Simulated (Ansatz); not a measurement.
# Si: the cost of one run

All numbers below are computed with Ansatz 0.2.0 (DFT PBE, plane waves, PAW, scalar-relativistic, no spin polarisation).

**1. The system as given**

The cell holds 17 atoms (Si17): a = 7.679 Å, b = 7.679 Å, c = 7.679 Å, α = 60.00°, β = 60.00°, γ = 60.00°.

As a file:

```xyz
17
Lattice="0.0000 5.4300 5.4300 5.4300 0.0000 5.4300 5.4300 5.4300 0.0000" Properties=species:S:1:pos:R:3 pbc="T T T"
Si    0.0000    0.0000    0.0000
Si    1.3575    1.3575    1.3575
Si    2.7150    2.7150    0.0000
Si    4.0725    4.0725    1.3575
Si    2.7150    0.0000    2.7150
Si    4.0725    1.3575    4.0725
Si    5.4300    2.7150    2.7150
Si    6.7875    4.0725    4.0725
Si    0.0000    2.7150    2.7150
Si    1.3575    4.0725    4.0725
Si    2.7150    5.4300    2.7150
Si    4.0725    6.7875    4.0725
Si    2.7150    2.7150    5.4300
Si    4.0725    4.0725    6.7875
Si    5.4300    5.4300    5.4300
Si    6.7875    6.7875    6.7875
Si    6.1262    6.1342    8.8070
```

**2. Relaxing end A**

input.yaml reads:

```yaml
crystal:
  lattice:
    - [0.0, 5.43, 5.43]
    - [5.43, 0.0, 5.43]
    - [5.43, 5.43, 0.0]
  atoms:
    - { symbol: Si, position: [0.0, 0.0, 0.0] }
    - { symbol: Si, position: [0.125, 0.125, 0.125] }
    - { symbol: Si, position: [0.0, 0.0, 0.5] }
    - { symbol: Si, position: [0.125, 0.125, 0.625] }
    - { symbol: Si, position: [0.0, 0.5, 0.0] }
    - { symbol: Si, position: [0.125, 0.625, 0.125] }
    - { symbol: Si, position: [0.0, 0.5, 0.5] }
    - { symbol: Si, position: [0.125, 0.625, 0.625] }
    - { symbol: Si, position: [0.5, 0.0, 0.0] }
    - { symbol: Si, position: [0.625, 0.125, 0.125] }
    - { symbol: Si, position: [0.5, 0.0, 0.5] }
    - { symbol: Si, position: [0.625, 0.125, 0.625] }
    - { symbol: Si, position: [0.5, 0.5, 0.0] }
    - { symbol: Si, position: [0.625, 0.625, 0.125] }
    - { symbol: Si, position: [0.5, 0.5, 0.5] }
    - { symbol: Si, position: [0.625, 0.625, 0.625] }
    - { symbol: Si, position: [0.8116961, 0.8102248, 0.3179865] }
basis:
  ecutwfc: 420.0
kpoints:
  mp_grid: { grid: [2, 2, 2] }
hamiltonian:
  xc: pbe
  pseudopotentials: { kind: paw, azcp: { folder: soft_1 } }
scf:
  occupations: { method: fermi_dirac, width: 0.02 }
  lower_state_search: "off"
relax:
  f_tol: 0.03
  max_steps: 60
  adjacent_minimum: "off"
output:
  write_density: true
  write_potential: true
  elf: true
  volumetric_format: npy
```

Command:

```
ansatz run input.yaml --threads 1 --pin off --max-ram 3072MiB --backend cpu --events-out ev --progress --plain --runs-dir out
```

Q: Estimate wall time and peak memory on 1 thread of Arm Neoverse V1, shared host.

About 78 s, with a peak of 0.53 GiB.
